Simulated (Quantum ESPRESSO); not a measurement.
A run of Quantum ESPRESSO 7.5 is set up as follows.

The input pw.in:

```
&CONTROL
  calculation = 'scf'
  prefix = 'pwscf'
  outdir = './tmp'
  pseudo_dir = './pseudo'
  tprnfor = .true.
  tstress = .true.
  disk_io = 'low'
/
&SYSTEM
  ibrav = 0
  celldm(1) = 8
  nat = 12
  ntyp = 4
  ecutwfc = 88
  nbnd = 75
  occupations = 'smearing'
  smearing = 'fd'
  degauss = 0.00367493
/
&ELECTRONS
  conv_thr = 2.4d-09
  electron_maxstep = 120
  mixing_beta = 0.5
/
ATOMIC_SPECIES
Hf   178.4900 Hf_ONCV_PBE-1.2.upf
In   114.8180 In_ONCV_PBE-1.2.upf
Si    28.0850 Si_ONCV_PBE-1.2.upf
O     15.9990 O_ONCV_PBE-1.2.upf
CELL_PARAMETERS alat
  1.2466121677355   0.0000000000000   0.0000000000000
 -0.6233072649466   1.0795981728410   0.0000000000000
  0.0000000000000   0.0000000000000   2.4942140795287
ATOMIC_POSITIONS crystal
Hf     0.6666700000    0.3333300000    0.0000000000
In     0.0000000000    0.0000000000    0.3044600000
In     0.0000000000    0.0000000000    0.6955400000
In     0.3333300000    0.6666700000    0.7891900000
In     0.3333300000    0.6666700000    0.2108100000
Si     0.0000000000    0.0000000000    0.0000000000
O      0.9730000000    0.7049600000    0.8997200000
O      0.2950400000    0.0270000000    0.1002800000
O      0.2950400000    0.2680400000    0.8997200000
O      0.7319600000    0.7049600000    0.1002800000
O      0.7319600000    0.0270000000    0.8997200000
O      0.9730000000    0.2680400000    0.1002800000
K_POINTS automatic
4 4 2 0 0 0
```

Contents of bands.in:

```
&CONTROL
  calculation = 'bands'
  prefix = 'pwscf'
  outdir = './tmp'
  pseudo_dir = './pseudo'
  disk_io = 'low'
  verbosity = 'high'
/
&SYSTEM
  ibrav = 0
  celldm(1) = 8
  nat = 12
  ntyp = 4
  ecutwfc = 88
  nbnd = 75
  occupations = 'smearing'
  smearing = 'fd'
  degauss = 0.00367493
/
&ELECTRONS
  conv_thr = 1d-08
  electron_maxstep = 120
  mixing_beta = 0.5
  diago_full_acc = .true.
  startingwfc = 'random'
/
ATOMIC_SPECIES
Hf   178.4900 Hf_ONCV_PBE-1.2.upf
In   114.8180 In_ONCV_PBE-1.2.upf
Si    28.0850 Si_ONCV_PBE-1.2.upf
O     15.9990 O_ONCV_PBE-1.2.upf
CELL_PARAMETERS alat
  1.2466121677355   0.0000000000000   0.0000000000000
 -0.6233072649466   1.0795981728410   0.0000000000000
  0.0000000000000   0.0000000000000   2.4942140795287
ATOMIC_POSITIONS crystal
Hf     0.6666700000    0.3333300000    0.0000000000
In     0.0000000000    0.0000000000    0.3044600000
In     0.0000000000    0.0000000000    0.6955400000
In     0.3333300000    0.6666700000    0.7891900000
In     0.3333300000    0.6666700000    0.2108100000
Si     0.0000000000    0.0000000000    0.0000000000
O      0.9730000000    0.7049600000    0.8997200000
O      0.2950400000    0.0270000000    0.1002800000
O      0.2950400000    0.2680400000    0.8997200000
O      0.7319600000    0.7049600000    0.1002800000
O      0.7319600000    0.0270000000    0.8997200000
O      0.9730000000    0.2680400000    0.1002800000
K_POINTS crystal
60
 0.0000000000  0.0000000000  0.0000000000 1
 0.0625000000  0.0000000000  0.0000000000 1
 0.1250000000  0.0000000000  0.0000000000 1
 0.1875000000  0.0000000000  0.0000000000 1
 0.2500000000  0.0000000000  0.0000000000 1
 0.3125000000  0.0000000000  0.0000000000 1
 0.3750000000  0.0000000000  0.0000000000 1
 0.4375000000  0.0000000000  0.0000000000 1
 0.5000000000  0.0000000000  0.0000000000 1
 0.4583333333  0.0833333333  0.0000000000 1
 0.4166666667  0.1666666667  0.0000000000 1
 0.3750000000  0.2500000000  0.0000000000 1
 0.3333333333  0.3333333333  0.0000000000 1
 0.3000000000  0.3000000000  0.0000000000 1
 0.2666666667  0.2666666667  0.0000000000 1
 0.2333333333  0.2333333333  0.0000000000 1
 0.2000000000  0.2000000000  0.0000000000 1
 0.1666666667  0.1666666667  0.0000000000 1
 0.1333333333  0.1333333333  0.0000000000 1
 0.1000000000  0.1000000000  0.0000000000 1
 0.0666666667  0.0666666667  0.0000000000 1
 0.0333333333  0.0333333333  0.0000000000 1
 0.0000000000  0.0000000000  0.0000000000 1
 0.0000000000  0.0000000000  0.1666666667 1
 0.0000000000  0.0000000000  0.3333333333 1
 0.0000000000  0.0000000000  0.5000000000 1
 0.0555555556  0.0000000000  0.5000000000 1
 0.1111111111  0.0000000000  0.5000000000 1
 0.1666666667  0.0000000000  0.5000000000 1
 0.2222222222  0.0000000000  0.5000000000 1
 0.2777777778  0.0000000000  0.5000000000 1
 0.3333333333  0.0000000000  0.5000000000 1
 0.3888888889  0.0000000000  0.5000000000 1
 0.4444444444  0.0000000000  0.5000000000 1
 0.5000000000  0.0000000000  0.5000000000 1
 0.4666666667  0.0666666667  0.5000000000 1
 0.4333333333  0.1333333333  0.5000000000 1
 0.4000000000  0.2000000000  0.5000000000 1
 0.3666666667  0.2666666667  0.5000000000 1
 0.3333333333  0.3333333333  0.5000000000 1
 0.3030303030  0.3030303030  0.5000000000 1
 0.2727272727  0.2727272727  0.5000000000 1
 0.2424242424  0.2424242424  0.5000000000 1
 0.2121212121  0.2121212121  0.5000000000 1
 0.1818181818  0.1818181818  0.5000000000 1
 0.1515151515  0.1515151515  0.5000000000 1
 0.1212121212  0.1212121212  0.5000000000 1
 0.0909090909  0.0909090909  0.5000000000 1
 0.0606060606  0.0606060606  0.5000000000 1
 0.0303030303  0.0303030303  0.5000000000 1
 0.0000000000  0.0000000000  0.5000000000 1
 0.5000000000  0.0000000000  0.5000000000 1
 0.5000000000  0.0000000000  0.3333333333 1
 0.5000000000  0.0000000000  0.1666666667 1
 0.5000000000  0.0000000000  0.0000000000 1
 0.3333333333  0.3333333333  0.0000000000 1
 0.3333333333  0.3333333333  0.1250000000 1
 0.3333333333  0.3333333333  0.2500000000 1
 0.3333333333  0.3333333333  0.3750000000 1
 0.3333333333  0.3333333333  0.5000000000 1
```

Potentials or basis: SG15 PBE 1.2.

The run is started by

```sh
$ OMP_NUM_THREADS=1 mpirun -n 4 pw.x -nk 2 -in pw.in > pw.out
$ OMP_NUM_THREADS=1 mpirun -n 4 pw.x -nk 4 -in bands.in > bands.out
```

Question: Predict the band gap along the path.

Answer: 0.08 eV, indirect (least direct gap 1.53 eV).

Question: Predict the pressure.

Answer: 0.2 GPa.

Question: What does it give for the band gap on the k mesh?

Answer: 0.34 eV, indirect (least direct gap 1.69 eV).

Forces in eV/Å, atoms in the order of the input:
```
Hf  -0.001  0.000  0.000
In   0.000  0.000  0.018
In   0.000  0.000 -0.018
In   0.000  0.000 -0.013
In   0.000  0.000  0.013
Si   0.000  0.000  0.000
O    0.005 -0.049 -0.005
O    0.044  0.020  0.005
O    0.040  0.028 -0.005
O   -0.005 -0.048  0.005
O   -0.044  0.020 -0.006
O   -0.039  0.028  0.006
```

Caveat: spin-orbit coupling is left out, which moves the levels of the heavy elements; the mesh misses the band edges, which the band path finds closer together. Expect the measured gap to be larger: semilocal functionals such as PBE lack the derivative discontinuity.
